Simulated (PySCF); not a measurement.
# [Tb(NH2)2]2+: other functionals and bases at one geometry

Aim: see how levels, charges and forces of [Tb(NH2)2]2+ depend on the level of theory. The species was built from a template and needn't be a known compound.

The runs use PySCF 2.14.0; several levels, as the steps say, no spin–orbit coupling.

1 further run of the same task is left out (for a known fault of the program).

**1. Starting geometry**

7 atoms, charge 2, spin multiplicity 1.

Bond lengths: Tb1–N2 1.965 Å, Tb1–H3 2.706 Å, Tb1–H4 2.721 Å, Tb1–N5 1.965 Å, Tb1–H6 2.721 Å, Tb1–H7 2.706 Å, N2–H3 1.034 Å, N2–H4 1.036 Å, N5–H6 1.036 Å, N5–H7 1.034 Å. Angles: N2–Tb1–H3 18.0°, N2–Tb1–H4 17.6°, N2–Tb1–N5 101.6°, N2–Tb1–H6 119.2°, N2–Tb1–H7 83.6°, H3–Tb1–H4 35.6°, H3–Tb1–N5 83.6°, H3–Tb1–H6 101.2°, H3–Tb1–H7 65.6°, H4–Tb1–N5 119.2°, H4–Tb1–H6 136.8°, H4–Tb1–H7 101.2°, N5–Tb1–H6 17.6°, N5–Tb1–H7 18.0°, H6–Tb1–H7 35.6°, Tb1–N2–H3 126.0°, Tb1–N2–H4 127.3°, H3–N2–H4 106.7° and more.

As a file:

```xyz
7
charge 2, multiplicity 1
Tb    0.0000    0.7843    0.0424
N     1.5224    0.0322    1.0310
H     1.4648   -0.5906    1.8549
H     2.5301    0.1788    0.8393
N    -1.5224    0.0322    1.0310
H    -2.5301    0.1788    0.8393
H    -1.4648   -0.5906    1.8549
```

Formal oxidation states: Tb +4. Each metal's 7 4f electrons lie in its core potential, so multiplicities, spins and levels count the valence alone. An earlier session relaxed this geometry at PBE0, Tb lcecp-2-SVP with ECP53, N def2-SVP, H def2-SVP (singlet, point group C2v).

At PBE0 on the finer grid: E = -154.397334 Eh, frontier levels not given, since the 4f levels lie in the core, Mulliken charge on Tb1 +1.66 e, largest force component 0.009 eV/Å. 

Levels to run: CAM-B3LYP; revPBE; PBE0, TZVP. Hardware: 2 threads of Arm Neoverse V2, shared host.

**2. CAM-B3LYP**

run.py (the lines that set the calculation) reads:

```python
mol = gto.M(atom='''
Tb     0.00000     0.78428     0.04237
N      1.52242     0.03222     1.03098
H      1.46485    -0.59058     1.85489
H      2.53012     0.17882     0.83931
N     -1.52242     0.03222     1.03098
H     -2.53012     0.17882     0.83931
H     -1.46485    -0.59058     1.85489''',
    basis={'Tb': 'lcecp-2-SVP', 'N': 'def2-SVP', 'H': 'def2-SVP'},
    ecp={'Tb': 'lcecp-2-SVP'},
    charge=2, spin=0)
mf = dft.RKS(mol, xc='CAMB3LYP')
mf.grids.atom_grid = (75, 302)  # f atoms: unpruned, at least (60, 302)
mf = mf.density_fit()  # fitting sets: Tb AutoAux, N def2-universal-JKFIT, H def2-universal-JKFIT
mf.conv_tol = 1e-08; mf.max_cycle = 55
mf.kernel(dm0)  # dm0: the density of the relaxed state
```

Command:

```
$ OMP_NUM_THREADS=2 python run.py
```

**3. revPBE**

run.py (the lines that set the calculation), as its differences from that of step 2:

```diff
@@ -11,3 +11,3 @@
     charge=2, spin=0)
-mf = dft.RKS(mol, xc='CAMB3LYP')
+mf = dft.RKS(mol, xc='PBE_R,PBE')
 mf.grids.atom_grid = (75, 302)  # f atoms: unpruned, at least (60, 302)
```

**4. PBE0, TZVP**

Basis: Tb lcecp-2-TZVP with ECP53, N def2-TZVP, H def2-TZVP. 

run.py (the lines that set the calculation) reads:

```python
mol = gto.M(atom='''
Tb     0.00000     0.78428     0.04237
N      1.52242     0.03222     1.03098
H      1.46485    -0.59058     1.85489
H      2.53012     0.17882     0.83931
N     -1.52242     0.03222     1.03098
H     -2.53012     0.17882     0.83931
H     -1.46485    -0.59058     1.85489''',
    basis={'Tb': 'lcecp-2-TZVP', 'N': 'def2-TZVP', 'H': 'def2-TZVP'},
    ecp={'Tb': 'lcecp-2-TZVP'},
    charge=2, spin=0)
mf = dft.RKS(mol, xc='PBE0')
mf.grids.atom_grid = (75, 302)  # f atoms: unpruned, at least (60, 302)
mf = mf.density_fit()  # fitting sets: Tb AutoAux, N def2-universal-JKFIT, H def2-universal-JKFIT
mf.conv_tol = 1e-08; mf.max_cycle = 55
mf.kernel(dm0)  # dm0: free metal ions and neutral atoms
```

Q: Predict the outcome of this session. Wanted: for each run, charge on Tb1; dipole; largest force.

The runs gave:

| level | state | charge on Tb1 (e) | dipole (D) | largest force (eV/Å) | basis functions | time |
| --- | --- | --- | --- | --- | --- | --- |
| PBE0 (relaxed here) | singlet | 1.66 | 0.24 | 0.01 | 78 | 9.5 s |
| CAM-B3LYP | singlet | 1.65 | 0.02 | 0.08 | 78 | 4.5 s |
| revPBE | singlet | 1.53 | 0.68 | 0.70 | 78 | 4.3 s |
| PBE0, TZVP | singlet | 1.98 | 0.01 | 0.36 | 133 | 9.2 s |

Times are on 2 threads of Arm Neoverse V2, shared host; the first row also made further properties. The dipole of a charged species depends on the origin, so these sizes hold for this origin alone.

The largest leftover force, 0.70 eV/Å with revPBE, stands at a geometry relaxed at another level. The Mulliken charge on Tb spans +1.53 to +1.98 e over the levels. With 4f in the core, its levels are missing from HOMO and gap. Total energies of different levels can't be compared. Spin–orbit coupling is left out throughout.
